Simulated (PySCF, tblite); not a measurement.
**C₇H₁₁FOSi: geometry, infrared bands and NMR shifts**

Wanted: the infrared bands and NMR shifts of C₇H₁₁FOSi (`C#C[Si@H]1[C@H](F)[C@@H]1OC(C)C`), by calculation.

Programs: tblite 0.8.0 and PySCF 2.14.0, with density-fitted response routines of our own. Each step states its level of theory. These are calculated values for one molecule in the gas phase, unless marked as measured. Atoms are numbered from 0 throughout.

## Step 1: Starting geometry

21 atoms, charge 0, multiplicity 1; geometry from: force field or distance geometry start.

Bonds of the start (Å): C0–C1 1.21, C1–Si2 1.88, Si2–C3 1.76, C3–F4 1.40, C3–C5 1.46, C5–O6 1.46, O6–C7 1.43, C7–C8 1.52, C7–C9 1.53, C5–Si2 2.30, C0–H10 1.06, Si2–H11 1.49, C3–H12 1.10, C5–H13 1.09, C7–H14 1.10, C8–H15 1.09, C8–H16 1.09, C8–H17 1.10, C9–H18 1.09, C9–H19 1.10, C9–H20 1.10.

## Step 2: Geometry optimisation with GFN2-xTB

What the job is given:

```
{"job": {"kind": "relax", "xc": "GFN2-xTB", "basis": "xTB"}, "charge": 0, "multiplicity": 1}
C      4.765500     0.578800     0.655700
C      3.839300    -0.014500     0.148200
Si     2.414800    -0.963400    -0.620200
C      1.157300    -1.566400     0.460900
F      0.256900    -2.516400    -0.022500
C      0.627700    -0.209700     0.612800
O     -0.337700     0.255900    -0.371900
C     -1.593700     0.591600     0.220000
C     -2.260200     1.611400    -0.688700
C     -2.460900    -0.667700     0.341500
H      5.562700     1.117700     1.095100
H      2.034000    -0.428500    -1.959100
H      1.533100    -2.013800     1.394400
H      1.183600     0.531300     1.185100
H     -1.448900     1.044300     1.206900
H     -1.635100     2.504800    -0.773700
H     -2.402500     1.220200    -1.698200
H     -3.240500     1.915600    -0.296500
H     -2.566300    -1.159800    -0.627500
H     -1.983000    -1.390000     1.016700
H     -3.455200    -0.424700     0.730900
```

Started as:

```sh
OMP_NUM_THREADS=1 python probes_run.py task.json out
```

This one command runs all jobs of the session in turn.

Standard output:

```text
step      E/eV     max force
  0    -841.67204    4.893
  1    -842.08538    1.240
  2    -842.14361    0.933
  3    -842.19027    0.816
  4    -842.24753    1.234
  5    -842.32715    2.136
  6    -842.45879    1.706
  7    -842.62839    2.197
  8    -842.72193    1.387
  9    -842.77093    1.021
 10    -842.84783    1.046
 11    -842.89040    0.667
 12    -842.92140    0.484
 13    -842.93642    0.410
 14    -842.95121    0.403
 15    -842.96423    0.315
 16    -842.97597    0.292
 17    -842.98496    0.201
 18    -842.99131    0.190
 19    -842.99539    0.165
 20    -842.99824    0.135
 21    -843.00036    0.127
 22    -843.00248    0.123
 23    -843.00552    0.157
 24    -843.00962    0.198
 25    -843.01383    0.159
 26    -843.01714    0.137
 27    -843.01991    0.142
 28    -843.02265    0.159
 29    -843.02525    0.154
 30    -843.02737    0.118
 31    -843.02919    0.092
 32    -843.03121    0.123
 33    -843.03374    0.149
 34    -843.03632    0.108
 35    -843.03838    0.102
 36    -843.04011    0.111
 37    -843.04184    0.099
 38    -843.04327    0.092
 39    -843.04430    0.091
 40    -843.04522    0.094
 41    -843.04647    0.126
 42    -843.04820    0.134
 43    -843.05002    0.105
 44    -843.05137    0.083
 45    -843.05229    0.059
 46    -843.05301    0.088
 47    -843.05368    0.080
 48    -843.05426    0.059
 49    -843.05467    0.047
 50    -843.05508    0.066
 51    -843.05560    0.071
 52    -843.05612    0.054
 53    -843.05651    0.040
 54    -843.05681    0.037
 55    -843.05716    0.056
 56    -843.05766    0.075
 57    -843.05832    0.071
 58    -843.05904    0.057
 59    -843.05969    0.059
 60    -843.06028    0.055
 61    -843.06079    0.056
 62    -843.06124    0.042
 63    -843.06168    0.046
 64    -843.06220    0.048
 65    -843.06287    0.076
 66    -843.06364    0.075
 67    -843.06427    0.056
 68    -843.06464    0.038
 69    -843.06484    0.034
 70    -843.06499    0.031
 71    -843.06511    0.021
 72    -843.06521    0.022
 73    -843.06531    0.025
 74    -843.06543    0.037
 75    -843.06559    0.040
 76    -843.06576    0.032
 77    -843.06591    0.023
 78    -843.06607    0.024
 79    -843.06626    0.035
 80    -843.06652    0.038
 81    -843.06679    0.032
 82    -843.06699    0.032
 83    -843.06719    0.033
 84    -843.06744    0.046
 85    -843.06775    0.050
 86    -843.06800    0.033
 87    -843.06815    0.026
 88    -843.06829    0.036
 89    -843.06851    0.053
 90    -843.06886    0.057
 91    -843.06923    0.052
 92    -843.06950    0.037
 93    -843.06969    0.040
 94    -843.06987    0.048
 95    -843.07011    0.047
 96    -843.07034    0.045
 97    -843.07048    0.038
 98    -843.07060    0.026
 99    -843.07071    0.031
100    -843.07083    0.027
101    -843.07093    0.027
102    -843.07103    0.030
103    -843.07117    0.035
104    -843.07134    0.034
105    -843.07150    0.024
106    -843.07166    0.042
107    -843.07185    0.045
108    -843.07209    0.050
109    -843.07238    0.041
110    -843.07271    0.049
111    -843.07311    0.091
112    -843.07355    0.058
113    -843.07435    0.060
114    -843.07525    0.085
115    -843.07606    0.064
116    -843.07675    0.058
117    -843.07733    0.061
118    -843.07784    0.113
119    -843.07821    0.062
120    -843.07856    0.049
121    -843.07879    0.040
122    -843.07901    0.035
123    -843.07922    0.038
124    -843.07935    0.023
125    -843.07943    0.019
126    -843.07951    0.018
127    -843.07959    0.018
128    -843.07965    0.017
129    -843.07971    0.016
130    -843.07977    0.015
131    -843.07982    0.014
132    -843.07986    0.018
133    -843.07992    0.020
134    -843.07999    0.017
135    -843.08010    0.021
136    -843.08023    0.024
137    -843.08036    0.030
138    -843.08050    0.027
139    -843.08063    0.025
140    -843.08074    0.021
141    -843.08083    0.020
142    -843.08090    0.019
143    -843.08097    0.018
144    -843.08103    0.021
145    -843.08111    0.021
146    -843.08119    0.027
147    -843.08126    0.022
148    -843.08133    0.018
149    -843.08140    0.018
150    -843.08149    0.023
151    -843.08160    0.033
152    -843.08172    0.036
153    -843.08182    0.025
154    -843.08191    0.020
155    -843.08198    0.021
156    -843.08205    0.020
157    -843.08212    0.024
158    -843.08219    0.022
159    -843.08225    0.020
160    -843.08230    0.019
161    -843.08234    0.013
162    -843.08237    0.009
```

Run time: 2.6 s. Hardware: 1 thread of Arm Neoverse N1, shared host.

Along the way: (not every step is listed)

```tsv
step	energy from step 0 (eV)	largest force (eV/Å)
0	0.0000	4.8930
1	-0.4133	1.2403
2	-0.4716	0.9332
3	-0.5182	0.8163
4	-0.5755	1.2341
5	-0.6551	2.1362
6	-0.7867	1.7060
7	-0.9563	2.1970
8	-1.0499	1.3871
22	-1.3304	0.1231
36	-1.3681	0.1110
50	-1.3830	0.0664
64	-1.3902	0.0484
78	-1.3940	0.0241
92	-1.3975	0.0372
106	-1.3996	0.0417
120	-1.4065	0.0494
134	-1.4079	0.0170
148	-1.4093	0.0176
157	-1.4101	0.0244
158	-1.4101	0.0217
159	-1.4102	0.0195
160	-1.4103	0.0190
161	-1.4103	0.0133
162	-1.4103	0.0092
```

Distances of close pairs at the start and the end, largest changes first:

```tsv
bond	before (Å)	after (Å)	change (Å)
Si2–C5	2.298	1.901	-0.397
Si2–C3	1.765	1.903	+0.139
C3–C5	1.464	1.545	+0.081
C5–O6	1.455	1.393	-0.063
Si2–H11	1.491	1.445	-0.046
C1–Si2	1.876	1.836	-0.040
C3–F4	1.395	1.371	-0.024
C3–H12	1.101	1.087	-0.014
```

The final coordinates are the input of the step that follows.

## Step 3: Infrared spectrum with GFN2-xTB

What the job is given:

```
{"job": {"kind": "ir", "xc": "GFN2-xTB", "basis": "xTB"}, "charge": 0, "multiplicity": 1}
C      4.942138     0.093725     0.859950
C      3.889440    -0.061492     0.297566
Si     2.322013    -0.293503    -0.629981
C      1.061283    -1.405402     0.262373
F      0.227825    -2.211554    -0.469932
C      0.711334     0.099410     0.300196
O     -0.342167     0.564949    -0.482715
C     -1.595372     0.693250     0.178779
C     -2.515706     1.421702    -0.794148
C     -2.186729    -0.652083     0.595160
H      5.853893     0.225810     1.368184
H      2.304617    -0.263343    -2.074907
H      1.247426    -1.879947     1.222837
H      0.722149     0.529046     1.305163
H     -1.444737     1.312891     1.082181
H     -2.067525     2.366005    -1.091978
H     -2.660798     0.811041    -1.681407
H     -3.478285     1.611929    -0.327709
H     -2.282046    -1.298734    -0.273513
H     -1.550048    -1.146445     1.325054
H     -3.167625    -0.500313     1.038739
```

Standard output:

```text
mode    cm-1     km/mol
  1      39.2      0.21
  2      54.4      0.25
  3      79.8      1.07
  4     104.3      6.10
  5     126.2      3.89
  6     178.7      1.55
  7     182.3      0.05
  8     217.7      2.92
  9     237.9      3.46
 10     253.3      4.99
 11     267.6     15.95
 12     277.8     15.01
 13     348.5      3.93
 14     415.1      2.52
 15     448.4     58.27
 16     479.2      6.37
 17     557.4     77.68
 18     612.7     25.88
 19     649.7      8.59
 20     666.0     41.08
 21     684.4     32.88
 22     688.9     78.53
 23     744.6     18.23
 24     854.5     13.06
 25     882.6    121.83
 26     938.3      2.87
 27     946.9     60.76
 28     961.7     17.13
 29     971.7      1.58
 30    1046.4     10.09
 31    1089.0     22.02
 32    1138.1     52.31
 33    1160.1     98.35
 34    1168.3     27.67
 35    1175.4     32.51
 36    1253.7     19.70
 37    1281.6     31.19
 38    1321.2     11.03
 39    1336.7     20.19
 40    1393.9     10.55
 41    1407.0     10.78
 42    1474.5      1.14
 43    1487.6      3.12
 44    1491.2      0.72
 45    1503.4      5.82
 46    2193.8     14.21
 47    2412.3    220.13
 48    2803.1     86.18
 49    2897.6     50.43
 50    2976.9     42.26
 51    3033.4     25.83
 52    3039.8     20.14
 53    3043.6     12.88
 54    3044.6     60.08
 55    3047.7     22.59
 56    3049.6     33.42
 57    3357.2      2.70
```

Run time: 1.7 s. Hardware: 1 thread of Arm Neoverse N1, shared host.

Which atoms move in the most intense modes:

```tsv
cm⁻¹	km/mol	atoms
557	77.7	H11 83 %
689	78.5	C5 28 %, Si2 21 %, C0 11 %
883	121.8	C3 16 %, O6 15 %, C5 12 %, C9 10 %
947	60.8	H12 35 %, H13 19 %
1160	98.3	C7 24 %, O6 11 %
2412	220.1	H11 97 %
2803	86.2	H14 93 %
3045	60.1	H17 71 %, H16 11 %
```

## Step 4: NMR shieldings: PBE0/pcSseg-1

Settings changed since step 3:

```diff
@@ -1,2 +1,2 @@
-{"job": {"kind": "ir", "xc": "GFN2-xTB", "basis": "xTB"}, "charge": 0, "multiplicity": 1}
+{"job": {"kind": "nmr", "xc": "PBE0", "basis": "pcSseg-1"}, "charge": 0, "multiplicity": 1}
 C      4.942138     0.093725     0.859950
```

Level: GIAO PBE0/pcSseg-1 NMR shielding, non-relativistic, gas phase.

Standard output:

```text
coarse grid: 18224 points
cycle   1  E = -736.9075566856  dE =  1.246e+00  |g| = 7.549e-01  |ddm| = 4.183e+00
cycle   2  E = -736.8273692828  dE =  8.019e-02  |g| = 1.030e+00  |ddm| = 1.579e+00
cycle   3  E = -737.0204031594  dE = -1.930e-01  |g| = 1.364e-01  |ddm| = 9.923e-01
cycle   4  E = -737.0236979673  dE = -3.295e-03  |g| = 4.182e-02  |ddm| = 1.361e-01
cycle   5  E = -737.0240866841  dE = -3.887e-04  |g| = 9.320e-03  |ddm| = 4.501e-02
cycle   6  E = -737.0240988265  dE = -1.214e-05  |g| = 5.087e-03  |ddm| = 1.269e-02
cycle   7  E = -737.0241042524  dE = -5.426e-06  |g| = 1.443e-03  |ddm| = 4.410e-03
final grid: 172288 points
cycle   8  E = -737.1029715990  dE = -4.773e-05  |g| = 1.336e-02  |ddm| = 3.519e-02
cycle   9  E = -737.1029246884  dE =  4.691e-05  |g| = 2.050e-02  |ddm| = 2.352e-02
cycle  10  E = -737.1030068418  dE = -8.215e-05  |g| = 2.757e-03  |ddm| = 1.478e-02
cycle  11  E = -737.1030085981  dE = -1.756e-06  |g| = 7.533e-04  |ddm| = 2.361e-03
cycle  12  E = -737.1030087278  dE = -1.297e-07  |g| = 2.558e-04  |ddm| = 7.295e-04
cycle  13  E = -737.1030087424  dE = -1.459e-08  |g| = 4.322e-05  |ddm| = 2.159e-04
cycle  14  E = -737.1030087428  dE = -4.136e-10  |g| = 1.276e-05  |ddm| = 5.620e-05
converged SCF energy = -737.1030087428

GIAO shielding tensors (ppm)
atom      isotropic    diamagn.    paramagn.     s11        s22        s33       span
  0 C       83.794     260.638    -176.844     -4.117     -3.645    259.144    263.261
  1 C      103.037     256.437    -153.400      7.489     11.550    290.072    282.583
  2 Si     491.413     881.679    -390.266    390.930    410.042    673.266    282.336
  3 C      104.574     248.999    -144.426     46.170     84.902    182.648    136.478
  4 F      441.560     474.334     -32.774    405.721    439.761    479.199     73.478
  5 C      121.811     251.075    -129.264     81.267     94.997    189.169    107.903
  6 O      276.547     399.983    -123.436    238.191    273.571    317.879     79.689
  7 C      106.556     242.327    -135.771     78.151     85.150    156.367     78.216
  8 C      160.903     247.487     -86.585    141.691    153.957    187.060     45.368
  9 C      162.262     250.181     -87.920    145.737    157.430    183.617     37.880
 10 H       29.996      32.705      -2.709     24.486     24.709     40.794     16.307
 11 H       27.921      29.024      -1.102     22.402     27.578     33.784     11.382
 12 H       26.581      30.814      -4.232     23.300     26.218     30.226      6.925
 13 H       28.078      33.100      -5.022     24.144     27.303     32.787      8.643
 14 H       28.031      32.213      -4.182     25.357     27.087     31.649      6.292
 15 H       30.128      29.857       0.271     25.796     28.228     36.361     10.566
 16 H       30.472      30.222       0.250     27.239     29.129     35.047      7.808
 17 H       30.782      28.556       2.226     26.447     28.433     37.466     11.019
 18 H       30.565      31.730      -1.165     27.003     30.025     34.668      7.666
 19 H       29.917      32.721      -2.804     25.466     30.302     33.983      8.518
 20 H       30.867      30.106       0.761     26.327     28.705     37.570     11.243
```

Run time: 1.9 min. Hardware: 1 thread of Arm Neoverse N1, shared host; peak memory 1 GiB.

The references, computed at this level on geometries of the same kind, shield at (ppm): ¹H TMS 31.72, ¹³C TMS 186.9, ²⁹Si TMS 349.2, ¹⁹F CFCl3 170.9, ¹⁷O H2O 336.1. Their shielding less the atom's gives the shift. The references are single molecules in the gas phase, so shifts against H2O, NH3, PH3, H3PO4 or CFCl3 are not on the usual liquid scales and can be off by tens of ppm. Atoms listed in one row are averaged.

```tsv
atoms	environment	σ (ppm)	δ (ppm)	δ scaled to CDCl3
C0	terminal alkyne carbon	83.8	103.1	98.7
C1	alkyne carbon	103.0	83.9	80.0
C3	three-membered-ring carbon bearing a halogen	104.6	82.4	78.5
C7	sp3 CH bonded to O	106.6	80.4	76.5
C5	three-membered-ring carbon	121.8	65.1	61.6
C8	methyl carbon	160.9	26.0	23.5
C9	methyl carbon	162.3	24.7	22.2
H12	hydrogen on a three-membered-ring carbon bearing a halogen	26.58	5.14	4.95
H11	hydrogen on a silicon bonded to 3 C, in a 3-membered ring	27.92	3.80	–
H14	hydrogen on an sp3 CH bonded to O	28.03	3.69	3.58
H13	hydrogen on a three-membered-ring carbon	28.08	3.64	3.54
H10	hydrogen on a terminal alkyne carbon	30.00	1.72	1.73
H18, H19, H20	hydrogen on a methyl carbon	30.45	1.27	1.30
H15, H16, H17	hydrogen on a methyl carbon	30.46	1.26	1.29
Si2	silicon bonded to 3 C, H, in a 3-membered ring	491.4	-142.3	–
F4	fluorine on an sp3 carbon	441.6	-270.6	–
O6	ether oxygen	276.5	59.5	–
```

The scaled column applies a straight-line fit of computed shieldings to shifts measured in CDCl3, and one for carbons that bear F (root-mean-square error 0.16 ppm for H, 1.9 ppm for C).

The run also stored atomic charges by several schemes (e):

```tsv
atoms	Mulliken	IAO	Hirshfeld	ESP fit
C0	-0.17	-0.18	-0.08	-0.29
C1	-0.20	-0.33	-0.16	-0.17
Si2	0.69	0.79	0.34	0.36
C3	0.00	-0.09	-0.04	-0.22
F4	-0.31	-0.30	-0.10	-0.14
C5	-0.11	-0.17	-0.05	-0.17
O6	-0.49	-0.38	-0.13	-0.38
C7	-0.07	0.11	0.05	0.72
C8	-0.22	-0.42	-0.12	-0.62
C9	-0.24	-0.44	-0.13	-0.67
```

Mayer bond orders: C0–C1 2.50, C1–Si2 0.97, Si2–C3 0.90, C3–F4 0.88, C3–C5 0.83, C5–O6 0.95, O6–C7 0.87, C7–C8 1.04, C7–C9 1.04, C5–Si2 0.90.

Ring of atoms Si2, C3, C5: NICS(0) -17.0, NICS(1) -6.6, NICS(1)zz -11.1 ppm (means of both faces; NICS(1) differs between them: -9.2 and -3.9).

The two faces differ (NICS(1)zz -5.4 and -16.9 ppm).

In rings of three or four atoms NICS is ruled by the nearby σ bonds, so it says little on aromaticity.

Orbitals, density, ELF and potential are computed afterwards from the orbital file.

Frontier orbitals at PBE0/pcSseg-1, with the share of their density that lies nearest to each atom:

```tsv
orbital	energy (eV)	lies on
HOMO	-6.75	Si2 24 %; C5 19 %; C3 15 %
LUMO	-0.59	Si2 22 %; C0, C1 about 20 % each; C3, C5 about 8 % each
```

ELF in a plane through or near 8 of the atoms.

Ten even steps from '0' (0.00) to '9' (1.00):
```
0000000000000000000000000000
0000000000000000000000000000
0000000000000000000000000000
0000000000000000298200000000
0000000000000000799500000000
0000023310010010399410000000
0000145531240161098673000000
0001468765584285262998000000
0003756467597577494998000000
0003657467272267362472000000
0001368774132423771000000000
0000145520138601637600000000
0000023200376406529920000000
0000000000998119958920000000
0000000001999019923500000000
0000000000795005400000000000
0000000000020000000000000000
0000000000000000000000000000
0000000000000000000000000000
0000000000000000000000000000
```
The map spans 16.9 Å across and 9.8 Å up, centred on the molecule. Atoms in the plane (x, y in Å): C1 (-3.9, 0.5), C5 (-0.7, 0.1), C7 (1.7, 0.3), C8 (2.8, 1.2), C9 (2.0, -1.1), H12 (-1.6, -2.0), H15 (2.5, 2.3), H17 (3.7, 1.0).

On the surface of density 0.002 e/bohr³ the electrostatic potential runs, from the 1st to the 99th percentile, from -1.30 V near O6 to 1.61 V near H10.

## Step 5: Results

```
                                                              quantity                                          value
                             strongest single infrared mode (GFN2-xTB)                          2412 cm⁻¹, 220 km/mol
                                          zero-point energy (GFN2-xTB)                                  99.4 kcal/mol
                                ¹³C shifts against TMS (PBE0/pcSseg-1)  103.1, 83.9, 82.4, 80.4, 65.1, 26.0, 24.7 ppm
¹H shifts against TMS (PBE0/pcSseg-1, means over atoms taken as alike)   5.14, 3.80, 3.69, 3.64, 1.72, 1.27, 1.26 ppm
                               ²⁹Si shifts against TMS (PBE0/pcSseg-1)                                     -142.3 ppm
                              ¹⁹F shifts against CFCl3 (PBE0/pcSseg-1)                                     -270.6 ppm
                                ¹⁷O shifts against H2O (PBE0/pcSseg-1)                                       59.5 ppm
                                 surface potential, 1st and 99th percentile                             -1.30 V and 1.61 V
```

**Reading.** Relaxing lowered the energy by 1.410 eV in 162 steps; the close pair that moved most is Si2–C5, from 2.298 to 1.901 Å. No mode is imaginary among the 57: a minimum at this level. The strongest single mode, at 2412 cm⁻¹, moves mainly H11. GFN2-xTB is a fitted tight-binding method: band positions and strengths are rough. Its intensities can rank the bands wrongly. The most deshielded hydrogen is H12 (hydrogen on a three-membered-ring carbon bearing a halogen), at 5.14 ppm: its carbon carries F, an electronegative neighbour. At PBE0/pcSseg-1, counted by nearest atom on the grid, the HOMO lies on Si2 24 %; C5 19 %, the LUMO on Si2 22 %; C0, C1 about 20 % each.
